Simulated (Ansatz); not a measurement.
# AlBH5OS (charge +1): inversion of the pyramid at S4, part 2 of 2

Wanted: the energy profile along the inversion of the pyramid at S4, from relaxed end points and a band of images. SMILES of the start: [BH2][AlH][O][SH2+].

Ansatz 0.2.0; RKS B3LYP/6-31G*. The steps go on from the part before.

### 8 Frequencies at the highest image

The geometry is the highest inner image of the first converged band.

Contents of input.yaml:

```yaml
crystal:
  periodic: [false, false, false]
  atoms:
    - { symbol: B, position_ang: [1.446673, 2.01161, -0.367037] }
    - { symbol: Al, position_ang: [0.785662, -0.01216, -0.463758] }
    - { symbol: O, position_ang: [-0.85202, -0.142041, 0.418858] }
    - { symbol: S, position_ang: [-1.693575, -1.480548, 0.632464] }
    - { symbol: H, position_ang: [1.130594, 2.794849, -1.207309] }
    - { symbol: H, position_ang: [2.14585, 2.375958, 0.526511] }
    - { symbol: H, position_ang: [1.160915, -1.445688, -1.004349] }
    - { symbol: H, position_ang: [-1.547739, -2.204082, 1.752708] }
    - { symbol: H, position_ang: [-2.576351, -1.897897, -0.288098] }
total_charge: 1
basis:
  gaussian: { orbitals: "6-31G*" }
hamiltonian:
  xc: b3lyp
phonons: {}
```

Started as:

```
ansatz run input.yaml --threads 1 --pin off --max-ram 2048MiB --backend cpu --events-out ev --progress --plain --runs-dir out
```

Output, shortened:

```text
Warning: RAYON_NUM_THREADS=1 ignored (pool sized by the plan → 1); use --threads N
[...]
Functional definition: B3LYP
[...]
820 factors; integrals over basis functions are off by at most 4.4e-4 eV
[...]
mean field -20226.60872715 eV, -743.3141606349 hartree, gradient 7.0e-5 eV, S^2 0.000000; 0 other end points of the search recorded, 0 dependent functions left out
[...]
reference -20226.60899205 eV, -743.3141703699 hartree; 23, 23 occupied and 55, 55 virtual orbitals, 820 factors
[...]
820 factors; integrals over basis functions are off by at most 4.4e-4 eV
mean field -20226.60868637 eV, -743.3141591362 hartree, gradient 1.1e-6 eV, S^2 0.000000; 0 other end points of the search recorded, 0 dependent functions left out
[...]
reference -20226.60895127 eV, -743.3141688713 hartree; 23, 23 occupied and 55, 55 virtual orbitals, 820 factors
[...]
820 factors; integrals over basis functions are off by at most 4.4e-4 eV
[...]
WARN: phonons: modes at or below zero, which the zero-point energy, F, S and C_V leave out: 1, the lowest at -1175.48 cm⁻¹. A minimum has none, and a first-order saddle one
[...]
Total energy: -20226.60899205 eV, -743.3141703699 hartree
Atom 0 at     1.446673     2.011610    -0.367037 Å, force     0.004704     0.000526    -0.000263 eV/Å
Atom 1 at     0.785662    -0.012160    -0.463758 Å, force    -0.010511     0.006774     0.009185 eV/Å
Atom 2 at    -0.852020    -0.142041     0.418858 Å, force     0.010508    -0.020723    -0.017282 eV/Å
Atom 3 at    -1.693575    -1.480548     0.632464 Å, force     0.006830     0.008514     0.007548 eV/Å
Atom 4 at     1.130594     2.794849    -1.207309 Å, force    -0.000967    -0.000657    -0.001337 eV/Å
Atom 5 at     2.145850     2.375958     0.526511 Å, force    -0.002733     0.001063     0.000182 eV/Å
Atom 6 at     1.160915    -1.445688    -1.004349 Å, force     0.001941     0.002820     0.000185 eV/Å
Atom 7 at    -1.547739    -2.204082     1.752708 Å, force    -0.003926    -0.003954     0.001137 eV/Å
Atom 8 at    -2.576351    -1.897897    -0.288098 Å, force    -0.005846     0.005636     0.000646 eV/Å
Dipole moment:    -0.406393    -0.689708     0.098263 e Å
Vibrations: -1175.48 67.90 101.65 127.47 165.20 207.31 376.41 488.77 559.43 613.71 634.85 748.41 855.45 870.83 1148.16 1197.84 1988.78 2645.81 2701.74 2743.86 2784.18 cm⁻¹, zero-point energy 1.303554 eV
```

Run time: 3.6 min. Hardware: 1 thread of Arm Neoverse N1, shared host; peak memory 0.15 GiB.

Of 21 modes, 1 is imaginary by more than 30 cm⁻¹ (1175i cm⁻¹).

### 9 Another band, settings changed

crystal.atoms is end A as relaxed above, and neb.final_atoms is end B, turned to lie on A. With 9 inner images the band has 11 in all.

Contents of input.yaml:

```yaml
crystal:
  periodic: [false, false, false]
  atoms:
    - { symbol: B, position_ang: [1.646785, 1.80933, -0.367564] }
    - { symbol: Al, position_ang: [0.540384, 0.001628, -0.554088] }
    - { symbol: O, position_ang: [-0.972168, -0.041044, 0.49215] }
    - { symbol: S, position_ang: [-2.128099, -1.099008, 0.673188] }
    - { symbol: H, position_ang: [1.416545, 2.733876, -1.08292] }
    - { symbol: H, position_ang: [2.505527, 1.914313, 0.451683] }
    - { symbol: H, position_ang: [0.516922, -1.400089, -1.294247] }
    - { symbol: H, position_ang: [-1.765374, -1.767358, 1.806614] }
    - { symbol: H, position_ang: [-1.760512, -2.151647, -0.124827] }
total_charge: 1
basis:
  gaussian: { orbitals: "6-31G*" }
hamiltonian:
  xc: b3lyp
neb:
  order_check: false
  images: 9
  f_tol: 0.05
  max_iterations: 42
  initial_path: idpp
  optimiser: lbfgs
  climbing: immediate
  final_atoms:
    - { symbol: B, position_ang: [1.56856373, 1.83407477, -0.36248841] }
    - { symbol: Al, position_ang: [0.81577868, -0.1370131, -0.63460163] }
    - { symbol: O, position_ang: [-0.72467863, -0.38356361, 0.35994041] }
    - { symbol: S, position_ang: [-1.63681318, -1.67384319, 0.47489664] }
    - { symbol: H, position_ang: [1.21024592, 2.72540852, -1.06794953] }
    - { symbol: H, position_ang: [2.35986318, 2.07100147, 0.49658494] }
    - { symbol: H, position_ang: [1.09874712, -1.48927368, -1.39729809] }
    - { symbol: H, position_ang: [-1.80356037, -1.78933195, 1.82359764] }
    - { symbol: H, position_ang: [-2.88813644, -1.15745824, 0.30730702] }
```

Started as:

```
ansatz run input.yaml --threads 1 --pin off --max-ram 2048MiB --backend cpu --events-out ev --progress --plain --runs-dir out
```

Output, shortened:

```text
Warning: RAYON_NUM_THREADS=1 ignored (pool sized by the plan → 1); use --threads N
[...]
[... 1 set-up line as earlier in the session ...]
[...]
819 factors; integrals over basis functions are off by at most 5.8e-4 eV
[...]
mean field -20228.28945710 eV, -743.3759263214 hartree, gradient 3.6e-5 eV, S^2 0.000000; 0 other end points of the search recorded, 0 dependent functions left out
[...]
reference -20228.28972399 eV, -743.3759361295 hartree; 23, 23 occupied and 55, 55 virtual orbitals, 819 factors
819 factors; integrals over basis functions are off by at most 7.5e-4 eV
[...]
mean field -20228.30834485 eV, -743.3766204332 hartree, gradient 1.3e-5 eV, S^2 0.000000; 0 other end points of the search recorded, 0 dependent functions left out
[...]
reference -20228.30861222 eV, -743.3766302589 hartree; 23, 23 occupied and 55, 55 virtual orbitals, 819 factors
[...]
Total energy: -20226.59944546 eV, -743.3138195393 hartree
Atom 0 at     1.450715     1.992692    -0.334979 Å, force     0.003742     0.003590     0.000837 eV/Å
Atom 1 at     0.776367    -0.016338    -0.549612 Å, force    -0.004027     0.005035     0.007222 eV/Å
Atom 2 at    -0.837470    -0.146606     0.365496 Å, force    -0.009961     0.001773    -0.010346 eV/Å
Atom 3 at    -1.673912    -1.471436     0.660911 Å, force    -0.011484    -0.012560     0.000256 eV/Å
Atom 4 at     1.108160     2.832928    -1.106841 Å, force     0.008905     0.000610    -0.005205 eV/Å
Atom 5 at     2.166596     2.293906     0.568539 Å, force     0.008367     0.007389    -0.003727 eV/Å
Atom 6 at     1.084559    -1.416750    -1.207283 Å, force     0.010335     0.005447     0.011362 eV/Å
Atom 7 at    -1.720494    -1.959811     1.909194 Å, force     0.016107    -0.011637    -0.007686 eV/Å
Atom 8 at    -2.354511    -2.108584    -0.305437 Å, force    -0.021985     0.000353     0.007287 eV/Å
Dipole moment:    -0.389741    -0.688206     0.153379 e Å
this run last wrote the band of iteration 37 to <dir>
```

It took 29 min on 1 thread of Arm Neoverse N1, shared host; peak memory 0.16 GiB.

### 10 What the band shows

Images 0 and 10 are the ends. Energies count from image 0; the path length is the program's own measure over all atoms.

| image | path (Å) | energy (eV) | sum of angles at S4 (°) | band force (eV/Å) |
| --- | --- | --- | --- | --- |
| 0 | 0.000 | 0.0000 | 299.9 | - |
| 1 | 0.284 | 0.0066 | 300.8 | 0.013 |
| 2 | 0.572 | 0.0237 | 301.9 | 0.024 |
| 3 | 0.865 | 0.0918 | 311.7 | 0.025 |
| 4 | 1.159 | 0.8840 | 345.0 | 0.023 |
| 5* | 1.451 | 1.6903 | 360.0 | 0.022 |
| 6 | 1.751 | 0.8937 | 343.3 | 0.025 |
| 7 | 2.050 | 0.1285 | 311.4 | 0.014 |
| 8 | 2.348 | 0.0036 | 298.3 | 0.050 |
| 9 | 2.645 | -0.0136 | 297.2 | 0.032 |
| 10 | 2.937 | -0.0189 | 296.7 | - |

The star marks the climbing image.

image, energy (eV) and a bar:
```
        0      0.000 
        1      0.007 
        2      0.024 #
        3      0.092 ##
        4      0.884 ################
        5      1.690 ##############################
        6      0.894 ################
        7      0.128 ###
        8      0.004 
        9     -0.014 
       10     -0.019
```

### 11 What came out

The summary covers parts 1 to 2.

| quantity | value |
| --- | --- |
| end A | 16 moves, 0.285 eV lower |
| end B | 22 moves, 0.339 eV lower |
| first band: barrier forwards | 1.68 eV |
| first band: barrier backwards | 1.70 eV |
| first band: second end relative to first | -0.019 eV |
| first band: highest image | 5 of 0 to 10, climbing |
| first band: band iterations | 12 |
| imaginary modes at the top | 1175i cm⁻¹ |
| second band | top 1.690 eV above image 0, 37 iterations, 9 inner images |
| time, first and second band | 11 min and 29 min |

In the first band: the top lies 1.68 eV above the first end, or 65 kT at room temperature, which at an assumed attempt frequency of 10^13 s⁻¹ means a rate near 10^-15 s⁻¹. Going back costs 1.70 eV, since the second end is 0.019 eV below the first. One imaginary mode, as a first-order saddle point has. The second band's top lies 10 meV above the first's, so the changed settings hardly move the height. Zero-point energy and entropy are left out.
